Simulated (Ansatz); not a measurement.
**ClH2SSn radical (SMILES [SH][SnH][Cl]): functionals against CCSD(T) at one geometry**

One table from this session's results is given with a row withheld; the runs are named, their logs left out.

Computed with Ansatz 0.2.0, Gaussian basis. Level: single points in def2-TZVPP.

Correlated methods freeze the cores. Filled d shells of the heavier atoms are correlated. Core potentials replace the inner electrons past krypton, and spin-orbit coupling is left out. Orbitals are unrestricted.

### Starting geometry

SMILES `[SH][SnH][Cl]`, 5 atoms, charge 0, spin multiplicity 2.

Atoms are counted from 1 here; the program's logs count them from 0.

Bond lengths: S1–Sn2 2.563 Å, S1–H4 1.231 Å, Sn2–Cl3 2.365 Å, Sn2–H5 2.010 Å. Angles: Sn2–S1–H4 93.4°, S1–Sn2–Cl3 103.4°, S1–Sn2–H5 98.0°, Cl3–Sn2–H5 105.1°.

As a file:

```xyz
5
charge 0, multiplicity 2
S    -1.5146   -0.6478   -0.5149
Sn    0.4401    0.3955    0.7728
Cl    1.7051   -1.4794    1.4630
H    -1.8229    0.4156   -1.0526
H     1.4397    1.1514   -0.7983
```

The first run:

File run/in.yaml:

```yaml
crystal:
  periodic: [false, false, false]
  atoms:
    - {symbol: S, position_ang: [-1.514600, -0.647800, -0.514900]}
    - {symbol: Sn, position_ang: [0.440100, 0.395500, 0.772800]}
    - {symbol: Cl, position_ang: [1.705100, -1.479400, 1.463000]}
    - {symbol: H, position_ang: [-1.822900, 0.415600, -1.052600]}
    - {symbol: H, position_ang: [1.439700, 1.151400, -0.798300]}
basis:
  gaussian: {orbitals: def2-TZVPP}
magnetization: {spin_polarized: true, initial_magnetization: 1}
correlation: {method: ccsd_t}
scf: {omitted_lower_state_checks: [cluster_reference]}
```

No record of the launch command was kept for these runs.

Among the steps run: CCSD(T)/def2-TZVPP; PBE0-D4/def2-TZVPP; wB97M-V/def2-TZVPP; r2SCAN-D4/def2-TZVPP; PBE-D4/def2-TZVPP; BLYP-D4/def2-TZVPP; r2SCANh-D4/def2-TZVPP.

One table of the session follows, with a row left open; its other results are not shown here.

| method | RMS force component (eV/Å) | dipole (D) |
| --- | --- | --- |
| PBE0-D4 | ? | ? |
| wB97M-V | 1.680 | 3.04 |
| r2SCAN-D4 | 1.644 | 2.90 |
| PBE-D4 | 1.683 | 2.73 |
| BLYP-D4 | 1.625 | 2.71 |
| r2SCANh-D4 | 1.642 | 2.97 |

**Question.** Estimate the row for PBE0-D4.

**Answer.** RMS force component (eV/Å): 1.668; dipole (D): 2.98. In the column «RMS force component (eV/Å)» it lies between r2SCAN-D4 (1.644) and wB97M-V (1.680).
